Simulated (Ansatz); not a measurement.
**C₃H₄AlF: up Jacob's ladder to CCSD(T)**

The task here is to estimate one member of a computed series from the others.

Program: Ansatz 0.2.0, Gaussian basis. Level of theory: functionals in def2-TZVPP, the program's frozen cores in correlated methods. These are calculated values, not measurements.

The runs, in order: LDA (SPW92), PBE-D4, revPBE-D4, BLYP-D4, r2SCAN-D4, B97M-V, PBE0-D4, B3LYP-D4, r2SCANh-D4, r2SCAN0-D4, HSE06-D4, BHLYP-D4, CAM-B3LYP-D4, LC-ωPBE, ωB97X-V, ωB97M-V, B2PLYP, PBE-QIDH; CCSD(T)/def2-SVP; CCSD(T)/def2-TZVPP; MP2/def2-QZVPP; extrapolation to the limit; RPA on PBE.

## The geometry

The geometry comes from an earlier relaxation with PBE0-D4 in a triple-zeta def2 set; it is a stationary point, not always the lowest conformer.

SMILES `[CH3][Al]1[CH]=[C]1F`, 9 atoms, charge 0, spin multiplicity 1.

Atoms are counted from 1 here; the program's logs count them from 0.

Bond lengths: C1–Al2 1.937 Å, C1–H6 1.092 Å, C1–H7 1.094 Å, C1–H8 1.092 Å, Al2–C3 1.870 Å, Al2–C4 1.856 Å, C3–C4 1.357 Å, C3–H9 1.088 Å, C4–F5 1.334 Å. Angles: Al2–C1–H6 111.1°, Al2–C1–H7 110.3°, Al2–C1–H8 111.2°, H6–C1–H7 107.8°, H6–C1–H8 108.5°, H7–C1–H8 107.8°, C1–Al2–C3 157.9°, C1–Al2–C4 159.4°, C3–Al2–C4 42.7°, Al2–C3–C4 68.1°, Al2–C3–H9 163.1°, C4–C3–H9 128.8°, Al2–C4–C3 69.2°, Al2–C4–F5 163.8°, C3–C4–F5 127.0°.

The first run:

in.yaml

```yaml
crystal:
  periodic: [false, false, false]
  atoms:
    - {symbol: C, position_ang: [-1.314581, -0.873399, -1.104518]}
    - {symbol: Al, position_ang: [0.020586, -0.006524, -0.001502]}
    - {symbol: C, position_ang: [1.206201, 0.220630, 1.426931]}
    - {symbol: C, position_ang: [1.212020, 1.288381, 0.589153]}
    - {symbol: F, position_ang: [1.946044, 2.396177, 0.705628]}
    - {symbol: H, position_ang: [-1.228033, -1.960875, -1.046445]}
    - {symbol: H, position_ang: [-2.319408, -0.600062, -0.770472]}
    - {symbol: H, position_ang: [-1.218296, -0.574072, -2.150540]}
    - {symbol: H, position_ang: [1.783968, 0.063445, 2.334765]}
basis:
  gaussian: {orbitals: def2-TZVPP}
hamiltonian: {xc: lda}
output: {orbitals: {seedname: orbitals}}
```

Started as:

```sh
$ ansatz run in.yaml --threads 2 --pin off --events-out ev --progress --plain --max-ram 4352MiB
```

Steps of the session up to this table: LDA; PBE-D4 (GGA); revPBE-D4 (GGA); BLYP-D4 (GGA); r2SCAN-D4 (meta-GGA); B97M-V (meta-GGA); PBE0-D4 (hybrid); B3LYP-D4 (hybrid); r2SCANh-D4 (hybrid); r2SCAN0-D4 (hybrid); HSE06-D4 (hybrid); BHLYP-D4 (hybrid); CAM-B3LYP-D4 (range-separated); LC-ωPBE (range-separated); ωB97X-V (range-separated); ωB97M-V (range-separated); B2PLYP (double hybrid); PBE-QIDH (double hybrid).

One table of the session follows, with a row left open; its other results are not shown here.

It belongs to the step «Frontier levels by functional». 

```
  functional  HOMO (eV)  gap (eV)
 LDA (SPW92)      -5.93      4.52
      PBE-D4          ?         ?
   revPBE-D4      -5.75      4.61
     BLYP-D4      -5.70      4.53
   r2SCAN-D4      -6.06      5.26
      B97M-V      -6.14      5.07
     PBE0-D4      -7.09      6.62
    B3LYP-D4      -6.89      6.15
  r2SCANh-D4      -6.54      5.98
  r2SCAN0-D4      -7.26      7.05
    HSE06-D4      -6.69      5.85
    BHLYP-D4      -8.32      8.49
CAM-B3LYP-D4      -8.48      8.83
     LC-ωPBE      -9.78     11.28
     ωB97X-V      -9.46     10.79
     ωB97M-V      -9.31     10.26
```

Estimate the missing values for PBE-D4.

**Answer.** HOMO (eV): -5.80; gap (eV): 4.58. In the column «HOMO (eV)» it lies between LDA (SPW92) (-5.93) and revPBE-D4 (-5.75).
